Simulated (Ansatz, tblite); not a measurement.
**The cluster Si₇Au: rung by rung**

How do method and basis change the picture of the cluster Si₇Au (doublet)?

Method: as each input shows; program: Ansatz 0.2.0, Gaussian basis.

Plan: GFN1-xTB, GFN2-xTB, PBE-D4/def2-TZVP, r2SCAN-D4/def2-TZVP, CAM-B3LYP-D4/def2-TZVP, ωB97M-V/def2-TZVP, PBE-D4/def2-SVP, PBE0-D4/def2-SVP, MP2/def2-TZVP.

2 further runs of the same task are left out: 2 set aside as unsound or not needed.

## Step 1: The structure

The geometry is that of the doublet, from an earlier relaxation (PBE0-D4/def2-SVP). At that level it is the lowest of the isomers that a small search found.

8 atoms, charge 0, spin multiplicity 2.

Bond lengths: Au1–Si4 2.520 Å, Au1–Si7 2.503 Å, Au1–Si8 2.523 Å, Si2–Si3 2.474 Å, Si2–Si7 2.416 Å, Si2–Si8 2.385 Å, Si3–Si5 2.379 Å, Si3–Si6 2.477 Å, Si4–Si5 2.414 Å, Si4–Si6 2.385 Å, Si5–Si8 2.413 Å, Si6–Si7 2.414 Å. Angles: Si4–Au1–Si7 77.8°, Si4–Au1–Si8 74.7°, Si7–Au1–Si8 77.8°, Si3–Si2–Si7 69.7°, Si3–Si2–Si8 61.4°, Si7–Si2–Si8 82.2°, Si2–Si3–Si5 115.1°, Si2–Si3–Si6 105.1°, Si5–Si3–Si6 114.9°, Au1–Si4–Si5 99.1° and more.

Au takes a core potential in the def2 sets. No spin-orbit coupling is included.

PBE0-D4/def2-TZVP was run before; its log isn't repeated, and its numbers join the tables.

## Step 2: GFN1-xTB

Tight binding, by tblite at 300 K electronic temperature and without a spin-polarisation term:

```python
tblite.interface.Calculator('GFN1-xTB', numbers, positions, charge=0, uhf=1).singlepoint()
```

Energy -447.8243 eV; 0.024 s.

## Step 3: GFN2-xTB

Tight binding, by tblite at 300 K electronic temperature and without a spin-polarisation term:

```python
tblite.interface.Calculator('GFN2-xTB', numbers, positions, charge=0, uhf=1).singlepoint()
```

Energy -423.5382 eV; 0.039 s.

## Step 4: PBE-D4/def2-TZVP

start.molden holds the orbitals of an earlier run on this state, given as this run's starting guess.

Input file in.yaml:

```yaml
crystal:
  periodic: [false, false, false]
  atoms:
    - {symbol: Au, position_ang: [1.802599, 0.429448, -1.170440]}
    - {symbol: Si, position_ang: [-1.623005, 1.676592, -0.581610]}
    - {symbol: Si, position_ang: [-1.099738, -0.265211, 0.859339]}
    - {symbol: Si, position_ang: [1.112396, -1.338912, 0.487036]}
    - {symbol: Si, position_ang: [0.683204, 0.073071, 2.397857]}
    - {symbol: Si, position_ang: [-0.784047, -2.160584, -0.703470]}
    - {symbol: Si, position_ang: [-0.549491, -0.061531, -1.872150]}
    - {symbol: Si, position_ang: [0.458092, 1.647128, 0.583417]}
basis:
  gaussian: {orbitals: def2-TZVP, initial_orbitals: start.molden}
magnetization: {spin_polarized: true, initial_magnetization: 1}
hamiltonian: {xc: pbe, dispersion: d4}
scf: {omitted_lower_state_checks: [starts]}
output: {orbitals: {seedname: orbitals}}
```

Command:

```sh
ansatz run in.yaml --threads 6 --pin off --events-out ev --progress --plain --max-ram 7833MiB
```

The runs that follow: r2SCAN-D4/def2-TZVP; CAM-B3LYP-D4/def2-TZVP; ωB97M-V/def2-TZVP; PBE-D4/def2-SVP; PBE0-D4/def2-SVP; MP2/def2-TZVP.

Q: Predict the results of all the runs planned. Wanted: gap in def2-TZVP, named functionals, smallest and largest; correlation energy, MP2/def2-TZVP; binding an atom, functionals in def2-TZVP; ⟨S²⟩ in def2-TZVP, named functionals, smallest and largest; PBE0 total energy, smallest basis above largest.

**Answer**, as computed:

| quantity | value |
| --- | --- |
| gap in def2-TZVP, named functionals, smallest and largest | 0.43 eV (PBE-D4), 4.73 eV (ωB97M-V) |
| correlation energy, MP2/def2-TZVP | -35.83 eV |
| binding an atom, functionals in def2-TZVP | 3.02 (CAM-B3LYP-D4) to 3.56 eV (PBE-D4) |
| ⟨S²⟩ in def2-TZVP, named functionals, smallest and largest | 0.755, 0.770 |
| PBE0 total energy, smallest basis above largest | 19.36 eV (def2-SVP, def2-TZVP) |

In words: Over the named functionals in def2-TZVP the gap runs from 0.43 eV (PBE-D4) to 4.73 eV (ωB97M-V); exact exchange widens it. Over the named functionals in def2-TZVP spin contamination reaches 0.02 (CAM-B3LYP-D4), which is small.
